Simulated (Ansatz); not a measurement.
# CH₂AlClO (SMILES O=[CH][AlH][Cl]): functionals against CCSD(T) at one geometry

An exercise on one series of results from a longer session: the logs are not shown, and one member is left open.

Computed with Ansatz 0.2.0, Gaussian basis. Level: single points in def2-TZVPP.

Correlated methods freeze the cores.

1 further run of the same task is left out (it didn't finish).

## Starting geometry

6 atoms, charge 0, spin multiplicity 1.

Atoms are counted from 1 here; the program's logs count them from 0.

Bond lengths: O1–C2 1.206 Å, C2–Al3 1.971 Å, C2–H5 1.136 Å, Al3–Cl4 2.096 Å, Al3–H6 1.527 Å. Angles: O1–C2–Al3 117.5°, O1–C2–H5 119.2°, Al3–C2–H5 123.0°, C2–Al3–Cl4 112.2°, C2–Al3–H6 139.2°, Cl4–Al3–H6 108.0°.

As a file:

```tsv
atom	x (Å)	y (Å)	z (Å)
O1	1.03895	-1.40671	-0.57932
C2	0.92668	-0.21527	-0.43128
Al3	-0.75222	0.45040	0.35918
Cl4	-2.20215	-1.05412	0.52316
H5	1.81245	0.45786	-0.65876
H6	-1.28432	1.69776	1.06174
```

Set-up of the first run:

run/in.yaml reads:

```yaml
crystal:
  periodic: [false, false, false]
  atoms:
    - {symbol: O, position_ang: [1.038953, -1.406707, -0.579320]}
    - {symbol: C, position_ang: [0.926681, -0.215270, -0.431280]}
    - {symbol: Al, position_ang: [-0.752217, 0.450404, 0.359183]}
    - {symbol: Cl, position_ang: [-2.202147, -1.054116, 0.523159]}
    - {symbol: H, position_ang: [1.812448, 0.457864, -0.658763]}
    - {symbol: H, position_ang: [-1.284325, 1.697758, 1.061743]}
basis:
  gaussian: {orbitals: def2-TZVPP}
hamiltonian: {xc: pbe, dispersion: d4}
output: {forces: true}
```

On the command line:

```sh
ansatz run in.yaml --threads 2 --pin off --events-out ev --progress --plain --max-ram 3481MiB
```

Among the steps run: PBE-D4/def2-TZVPP; r2SCAN-D4/def2-TZVPP; PBE0-D4/def2-TZVPP; wB97M-V/def2-TZVPP; CCSD(T)/def2-TZVPP.

One of the session's tables, all rows but one given; the rest of the session is left out.

| method | RMS force component (eV/Å) | angle to CCSD(T) forces (°) | dipole (D) |
| --- | --- | --- | --- |
| PBE-D4 | 0.562 | 14.3 | 3.02 |
| r2SCAN-D4 | 0.493 | 23.5 | 3.19 |
| PBE0-D4 | ? | ? | ? |
| wB97M-V | 0.471 | 29.0 | 3.38 |
| CCSD(T) | 0.688 | reference | 3.29 |

Q: Estimate the row for PBE0-D4 from the others.

As computed: RMS force component (eV/Å): 0.471; angle to CCSD(T) forces (°): 39.6; dipole (D): 3.33.

Limits of these values: CCSD(T) in triple zeta still lacks some correlation energy of the bonds, so part of these gaps is its own basis error and they don't rank the functionals.
